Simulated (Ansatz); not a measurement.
What does this script print? It uses Ansatz's Python interface.

`run_scan.py`
```python
"""Potential curve of H4OS2Si along one bond."""

import ansatz
import numpy as np

params = {
    "basis_set": "cc-pVDZ",
    "functional": "hf",
}

GEOMETRY = """
O     0.22550    1.23670   -1.16200
Si    0.95510    0.32890   -0.06440
S    -0.00210   -1.59940   -0.14760
S    -1.82980   -1.05660    0.30230
H    -0.66530    0.91040   -1.50200
H     0.78640    0.92810    1.28730
H     2.41960    0.22390   -0.40980
H    -1.79730   -1.02910    1.64030
"""


def main() -> None:
    geometry = ansatz.Crystal.molecule()
    for line in GEOMETRY.strip().splitlines():
        symbol, *xyz = line.split()
        geometry = geometry.atom(symbol, [float(v) for v in xyz])

    symbols = [site.symbol for site in geometry.cartesian_sites]
    start = np.array([site.position_ang for site in geometry.cartesian_sites])
    axis = (start[6] - start[1]) / np.linalg.norm(start[6] - start[1])
    moving = [6]
    lengths, energies = [1.327, 1.388, 1.448, 1.508, 1.569, 1.629, 1.689, 1.78], []
    for length in lengths:
        xyz = start.copy()
        xyz[moving] += (length - np.linalg.norm(start[6] - start[1])) * axis
        point = ansatz.Crystal.molecule()
        for symbol, place in zip(symbols, xyz):
            point = point.atom(symbol, place.tolist())
        calculation = point.calculation().basis(gaussian=params["basis_set"]).functional(params["functional"])
        rep = calculation.run(threads=1).report
        energies.append(rep["free_energy_ev"])
        print(f"r = {length:6.3f} A  E = {energies[-1]:.5f} eV  <S^2> = {abs(rep['mean_field']['state']['spin_squared']):.3f}")

    # quartic fit about the minimum
    fit = np.polynomial.Polynomial.fit(lengths, np.array(energies) - min(energies), 4).convert()
    roots = [r.real for r in fit.deriv().roots() if abs(r.imag) < 1e-9 and fit.deriv(2)(r.real) > 0]
    r_e = min(roots, key=lambda r: abs(r - lengths[int(np.argmin(energies))]))
    print(f"minimum of the fit at {r_e:.4f} A, force constant {fit.deriv(2)(r_e):.2f} eV/A^2")


if __name__ == "__main__":
    main()
```

`python run_scan.py` gives:
```text
r =  1.327 A  E = -31598.56898 eV  <S^2> = 0.000
r =  1.388 A  E = -31598.75892 eV  <S^2> = 0.000
r =  1.448 A  E = -31598.84186 eV  <S^2> = 0.000
r =  1.508 A  E = -31598.84377 eV  <S^2> = 0.000
r =  1.569 A  E = -31598.78078 eV  <S^2> = 0.000
r =  1.629 A  E = -31598.66939 eV  <S^2> = 0.000
r =  1.689 A  E = -31598.52059 eV  <S^2> = 0.000
r =  1.780 A  E = -31598.24381 eV  <S^2> = 0.000
minimum of the fit at 1.4790 A, force constant 19.91 eV/A^2
```

What to keep in mind:
- Total energies depend on the basis set; only differences at equal settings carry meaning.
- The rest of the molecule is held rigid at a force-field or estimated start geometry, and the basis set is modest; single-reference methods fail as a bond breaks.
- Hartree-Fock leaves correlation out, so bond, atomisation and ionisation energies come out well too low.
- The orbitals are restricted, so S² is zero by construction.
- The whole script took 10 s on 1 thread of Intel(R) Xeon(R) Processor @ 2.30GHz (shared host), peak memory 0.27 GiB.
